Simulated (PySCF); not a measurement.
**TaH4: other functionals and bases at one geometry**

The task here is to estimate one member of a computed series from the others.

Program: PySCF 2.14.0. Level of theory: several levels, as the steps say, no spin–orbit coupling. These are calculated values, not measurements.

2 further runs of the same task are left out: 2 for a known fault of the program.

## The system as given

5 atoms, charge 0, spin multiplicity 2.

Bond lengths: Ta1–H2 1.769 Å, Ta1–H3 1.769 Å, Ta1–H4 1.769 Å, Ta1–H5 1.769 Å. Angles: H2–Ta1–H3 107.4°, H2–Ta1–H4 113.7°, H2–Ta1–H5 107.4°, H3–Ta1–H4 107.4°, H3–Ta1–H5 113.7°, H4–Ta1–H5 107.4°.

Geometry (Å):

```csv
atom,x (Å),y (Å),z (Å)
Ta1,0.0000,0.0000,0.0000
H2,1.4807,0.0000,0.9677
H3,0.0000,1.4807,-0.9677
H4,-1.4807,0.0000,0.9677
H5,0.0000,-1.4807,-0.9677
```

Formal oxidation states: Ta +4. An earlier session relaxed this geometry at PBE0, Ta def2-SVP with ECP60, H def2-SVP (doublet, point group D2d).

At PBE0 on the finer grid: E = -59.249160 Eh, HOMO -5.73 eV, LUMO -3.07 eV (over both spins), ⟨S²⟩ = 0.755, Mulliken charge on Ta1 +0.91 e, largest force component 0.003 eV/Å. 

Levels to run: B3LYP; BLYP; HF; TPSSh; PBE0, TZVP; PBE0, x2c-SVP. Hardware: 2 threads of Arm Neoverse N1, shared host.

The first run:

The input, run.py (the lines that set the calculation):

```python
mol = gto.M(atom='''
Ta     0.00000     0.00000     0.00000
H      1.48070     0.00000     0.96772
H      0.00000     1.48070    -0.96772
H     -1.48070     0.00000     0.96772
H      0.00000    -1.48070    -0.96772''',
    basis={'Ta': 'def2-SVP', 'H': 'def2-SVP'},
    ecp={'Ta': 'def2-SVP'},
    charge=0, spin=1)
mf = dft.UKS(mol, xc='B3LYP')
mf.grids.atom_grid = (75, 302)
mf = mf.density_fit()  # fitting sets: Ta def2-universal-JKFIT, H def2-universal-JKFIT
mf.conv_tol = 1e-08; mf.max_cycle = 55
mf.kernel(dm0)  # dm0: the density of the relaxed state
```

Launch:

```console
$ OMP_NUM_THREADS=2 python run.py
```

Steps of the session up to this table: B3LYP; BLYP; HF; TPSSh; PBE0, TZVP; PBE0, x2c-SVP.

One table of the session follows, with a row left open; its other results are not shown here.

| level | HOMO (eV) | gap (eV) | charge on Ta1 (e) | largest force component (eV/Å) |
| --- | --- | --- | --- | --- |
| PBE0 (relaxed here) | -5.73 | 2.66 | 0.91 | 0.00 |
| B3LYP | -5.41 | 2.11 | 0.90 | 0.08 |
| BLYP | -4.14 | 0.11 | 0.78 | 0.18 |
| HF | -9.60 | 10.37 | 1.38 | 0.21 |
| TPSSh | ? | ? | ? | ? |
| PBE0, TZVP | -5.72 | 2.67 | 0.58 | 0.03 |
| PBE0, x2c-SVP | -6.02 | 2.66 | 0.48 | 0.35 |

Estimate the missing values for TPSSh.

**Answer.** HOMO (eV): -5.02; gap (eV): 1.38; charge on Ta1 (e): 1.00; largest force component (eV/Å): 0.07. In the column «HOMO (eV)» it lies between B3LYP (-5.41) and BLYP (-4.14).

In one basis the HOMO–LUMO gap runs from 0.11 eV (BLYP) to 10.37 eV (HF). The largest leftover force, 0.35 eV/Å with PBE0, x2c-SVP, stands at a geometry relaxed at another level. Total energies of different levels can't be compared.
